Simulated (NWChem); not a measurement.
# the pair HCl···BNH3Cl: a chain of runs

Wanted: a single-point energy (singlet BNH4Cl2, MP2/pcseg-1), then the energy (singlet HCl, MP2/pcseg-1), then the energy (singlet BNH3Cl, MP2/pcseg-1), then a single-point energy (singlet HCl, MP2/pcseg-1), then the energy (singlet BNH3Cl, MP2/pcseg-1) of BCl2H4N and its partners. 

The calculation is run with NWChem 7.3.0.

### 1 The structure to begin with

The species is BNH4Cl2 (8 atoms), meant as a singlet with charge 0. The two molecules were placed rigidly side by side, at 1 times their contact distance; the pair isn't optimised.

Bond lengths: N3–B4 1.383 Å, B4–Cl5 1.768 Å, Cl1–H2 1.279 Å, N3–H6 1.005 Å, N3–H7 1.006 Å, B4–H8 1.191 Å. Angles: N3–B4–Cl5 119.7°, N3–B4–H8 121.5°, Cl5–B4–H8 118.8°, B4–N3–H6 122.2°, B4–N3–H7 123.2°, H6–N3–H7 114.7°.

### 2 The energy at MP2/pcseg-1 (run 1)

bcl2h4n.nw reads:

```
start bcl2h4n
title "BCl2H4N"
memory 2200 mb

geometry units angstrom noautosym nocenter noautoz
  Cl     0.546000    -0.178500     0.280800
  H     -0.546000     0.178500    -0.280800
  N      2.349030     4.708820    -0.131300
  B      1.775660     4.425410     1.094570
  Cl     1.809410     2.770770     1.716260
  H      2.350790     5.635780    -0.520000
  H      2.795430     4.012450    -0.704440
  H      1.254840     5.273420     1.748860
end

basis spherical bse
  Cl library pcseg-1
  H library pcseg-1
  N library pcseg-1
  B library pcseg-1
end

scf
  thresh 1e-08
  maxiter 80
  noprint "final vectors analysis"
end

mp2
  freeze core 12
  tight
end

task mp2 energy
```

Started as:

```console
$ nwchem bcl2h4n.nw > bcl2h4n.out
```

Log (excerpt; [...] marks lines left out):

```text
[...]
  functions       =    84
[...]
  wavefunction    = RHF
[...]
         Total SCF energy =  -1000.467187237466
      One-electron energy =  -1711.264484736055
      Two-electron energy =    544.875672598413
 Nuclear repulsion energy =    165.921624900176
        Time for solution =     25.1s
[...]
          Total MP2 energy         -1000.998007334177
[...]
```

Run time: 32 s. Hardware: 1 thread of AMD EPYC 7R43 (Zen 3), shared host; peak memory 0.19 GiB.

### 3 HCl: the energy at MP2/pcseg-1 (run 2)

a.nw reads:

```
start a
memory 2200 mb

geometry units angstroms noautosym nocenter noautoz
  Cl     0.546000    -0.178500     0.280800
  H     -0.546000     0.178500    -0.280800
end

basis spherical bse
  * library pcseg-1
end

scf
  thresh 1e-08
  maxiter 80
  print low
end

mp2
  freeze core 5
  tight
end

task mp2 energy
```

Started as:

```console
$ nwchem a.nw > a.out
```

Log (excerpt; [...] marks lines left out):

```text
[...]
  functions       =    23
[...]
  wavefunction    = RHF
[...]
         Total SCF energy =   -460.052737630628
      One-electron energy =   -649.814532876479
      Two-electron energy =    182.727017786530
 Nuclear repulsion energy =      7.034777459321
        Time for solution =      1.6s
[...]
          Total MP2 energy          -460.194876352367
[...]
```

Run time: 2.9 s. Hardware: 1 thread of AMD EPYC 7R43 (Zen 3), shared host; peak memory 0.094 GiB.

### 4 BNH3Cl: a single-point energy at MP2/pcseg-1 (run 3)

input.nw reads:

```
start input
title "BClH3N mp2"
memory stack 880 mb heap 220 mb global 1100 mb

geometry units angstrom noautosym nocenter noautoz
   N      2.349030     4.708820    -0.131300
   B      1.775660     4.425410     1.094570
   Cl     1.809410     2.770770     1.716260
   H      2.350790     5.635780    -0.520000
   H      2.795430     4.012450    -0.704440
   H      1.254840     5.273420     1.748860
end

basis spherical bse
   * library pcseg-1
end

scf
   thresh 1e-08
   maxiter 80
   print low
end

mp2
   freeze core 7
   tight
end

task mp2 energy
```

Started as:

```console
$ nwchem input.nw > input.out
```

Log (excerpt; [...] marks lines left out):

```text
[...]
  functions       =    61
[...]
  wavefunction    = RHF
[...]
         Total SCF energy =   -540.417254918775
      One-electron energy =   -914.174017944064
      Two-electron energy =    288.358712597584
 Nuclear repulsion energy =     85.398050427705
        Time for solution =     10.0s
[...]
          Total MP2 energy          -540.804309813310
[...]
```

It took 14 s on 1 thread of AMD EPYC 7R43 (Zen 3), shared host; peak memory 0.11 GiB.

### 5 HCl among ghost functions: a single-point energy at MP2/pcseg-1 (with ghost functions) (run 4)

mol.nw reads:

```
start mol
title "ClH energy"
memory stack 880 mb heap 220 mb global 1100 mb
geometry noautosym nocenter noautoz
   Cl     0.546000    -0.178500     0.280800
   H     -0.546000     0.178500    -0.280800
   bqN      2.349030     4.708820    -0.131300
   bqB      1.775660     4.425410     1.094570
   bqCl     1.809410     2.770770     1.716260
   bqH      2.350790     5.635780    -0.520000
   bqH      2.795430     4.012450    -0.704440
   bqH      1.254840     5.273420     1.748860
end
basis spherical bse
   Cl library pcseg-1
   H library pcseg-1
   bqN library N pcseg-1
   bqB library B pcseg-1
   bqCl library Cl pcseg-1
   bqH library H pcseg-1
end
scf
   thresh 1e-08
   maxiter 80
   print low
end
mp2
   freeze core 5
   tight
end
task mp2
```

Started as:

```console
$ nwchem mol.nw > mol.out
```

Log (excerpt; [...] marks lines left out):

```text
[...]
  functions       =    84
[...]
  wavefunction    = RHF
[...]
         Total SCF energy =   -460.052886158730
      One-electron energy =   -649.814282529337
      Two-electron energy =    182.726618911285
 Nuclear repulsion energy =      7.034777459321
        Time for solution =     15.3s
[...]
          Total MP2 energy          -460.195352203996
[...]
```

It took 22 s on 1 thread of AMD EPYC 7R43 (Zen 3), shared host; peak memory 0.13 GiB.

### 6 BNH3Cl among ghost functions: a single-point energy at MP2/pcseg-1 (with ghost functions) (run 5)

bclh3n.nw reads:

```
start bclh3n
title "BClH3N"
memory stack 880 mb heap 220 mb global 1100 mb
charge 0

geometry noautosym nocenter noautoz
   N      2.349030     4.708820    -0.131300
   B      1.775660     4.425410     1.094570
   Cl     1.809410     2.770770     1.716260
   H      2.350790     5.635780    -0.520000
   H      2.795430     4.012450    -0.704440
   H      1.254840     5.273420     1.748860
   bqCl     0.546000    -0.178500     0.280800
   bqH     -0.546000     0.178500    -0.280800
end

basis "ao basis" spherical bse
   N library pcseg-1
   B library pcseg-1
   Cl library pcseg-1
   H library pcseg-1
   bqCl library Cl pcseg-1
   bqH library H pcseg-1
end

scf
   singlet
   rhf
   thresh 1e-08
   maxiter 80
   print low
end

mp2
   freeze core 7
   tight
end

task mp2 energy
```

Started as:

```console
$ nwchem bclh3n.nw > bclh3n.out
```

Log (excerpt; [...] marks lines left out):

```text
[...]
  functions       =    84
[...]
  wavefunction    = RHF
[...]
         Total SCF energy =   -540.417344553498
      One-electron energy =   -914.175806275052
      Two-electron energy =    288.360411293849
 Nuclear repulsion energy =     85.398050427705
        Time for solution =     19.7s
[...]
          Total MP2 energy          -540.804633280409
[...]
```

It took 25 s on 1 thread of AMD EPYC 7R43 (Zen 3), shared host; peak memory 0.17 GiB.

### 7 What came out

```
                                                                                                                 quantity           value
                                                                                         run 1, MP2/pcseg-1: total energy  -1000.99801 Eh
                                                         run 1, MP2/pcseg-1: correlation energy (12 core orbitals frozen)      -530.8 mEh
                                                                                                        HCl: total energy   -460.19488 Eh
                                                                         HCl: correlation energy (5 core orbitals frozen)      -142.1 mEh
                                                                                                     BNH3Cl: total energy   -540.80431 Eh
                                                                      BNH3Cl: correlation energy (7 core orbitals frozen)      -387.1 mEh
                                                                                  HCl among ghost functions: total energy   -460.19535 Eh
                                                   HCl among ghost functions: correlation energy (5 core orbitals frozen)      -142.5 mEh
                                                                               BNH3Cl among ghost functions: total energy   -540.80463 Eh
                                                BNH3Cl among ghost functions: correlation energy (7 core orbitals frozen)      -387.3 mEh
              interaction energy of the rigid parts HCl and BNH3Cl (parts in their own basis; closest atoms 3.51 Å apart)        0.032 eV
interaction energy of the rigid parts HCl and BNH3Cl (parts in the whole basis, counterpoise; closest atoms 3.51 Å apart)        0.054 eV
```

**Reading.** The interaction energy of the rigid parts HCl and BNH3Cl (parts in their own basis; closest atoms 3.51 Å apart) is 0.03 eV (3.1 kJ/mol): the parts repel at this shape. Without counterpoise this holds the superposition error of the basis. The interaction energy of the rigid parts HCl and BNH3Cl (parts in the whole basis, counterpoise; closest atoms 3.51 Å apart) is 0.05 eV (1.2 kcal/mol): the parts repel at this shape. The basis-set superposition error is 2.1 kJ/mol.
